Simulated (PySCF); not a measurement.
# A diatomic session: RbB

One job finds the state of RbB, follows it along the bond with each method and fits the curves.

Program: PySCF 2.14.0. Level of theory: Rb x2c-TZVPPall, B x2c-TZVPPall, spin-free X2C with a Gaussian nucleus. These are calculated values, not measurements.

### 1 Input

Settings of the job:

```json
{
 "atoms": "Rb, B",
 "charge": "0",
 "basis": "Rb x2c-TZVPPall, B x2c-TZVPPall",
 "Hamiltonian": "spin-free X2C with a Gaussian nucleus",
 "basis functions": "110",
 "electrons treated": "42",
 "masses in u": "84.9118, 11.0093",
 "levels": "PBE0, PBE, r²SCAN, PBEsol, LDA, BLYP, MN15, LC-ωPBE, HF, MP2, SCS-MP2",
 "grid": "80 radial by 434 angular points",
 "occupations": "held fixed by the projection of orbital angular momentum",
 "dissociation limit": "Rb + B, each in its ground configuration",
 "starting distance in angstrom": "2.875",
 "values of 2S to try": "0, 2"
}
```

Launch:

```
> OMP_NUM_THREADS=2 python dia.py task.json out
```

The runs that follow: PBE0 along the bond; Excited determinants; PBE (GGA); r²SCAN (meta-GGA); PBEsol; LDA (local density); BLYP (GGA); MN15; LC-ωPBE; UHF (mean field).

Before running it: what results should come out? Wanted: for each run, Re; ωe; De; μ.

**Answer**, as computed:

Lowest PBE0 solution found, without spin–orbit coupling: ³Π (triplet), unpaired electrons σ ↑, π ↑. State 2 has its PBE0 minimum 0.17 eV higher. State 3 has its PBE0 minimum 0.20 eV higher, as a spin-mixed determinant (⟨S²⟩ = 1.01), so this is no gap between pure states. State 4 has its PBE0 minimum 0.37 eV higher, as a spin-mixed determinant (⟨S²⟩ = 1.01), so this is no gap between pure states. The other levels ran on the lowest alone.

| level | Re (Å) | ωe (cm⁻¹) | De (eV) | μ (D) |
| --- | --- | --- | --- | --- |
| UHF | 3.039 | 254.6 | 0.329 | -10.77 |
| UHF-MP2 | 2.935 | 265.9 | 0.71 | n/a |
| UHF-SCS-MP2 | 2.948 | 265.1 | 0.60 | n/a |
| LDA | 2.908 | 249.4 | 1.28 | -6.66 |
| PBE | 2.982 | 231.4 | 1.10 | -6.87 |
| PBEsol | 2.943 | 241.0 | 1.18 | -6.96 |
| BLYP | 3.042 | 212.9 | 0.89 | -6.37 |
| r²SCAN | 2.982 | 243.5 | 1.15 | -8.05 |
| PBE0 | 2.963 | 245.2 | 0.99 | -8.09 |
| MN15 | 3.007 | 227.7 | 0.96 | -7.96 |
| LC-ωPBE | 2.929 | 273.3 | 1.02 | -10.16 |

De is counted to Rb + B in their ground configurations. A positive dipole means Rb(−)B(+).

Bond lengths run from 2.908 Å (LDA) to 3.042 Å (BLYP). Of the levels with a De here, UHF gives the least (0.329 eV) and LDA the most (1.28 eV).

Correlated steps freeze 10 core orbitals. Spin–orbit coupling is left out.
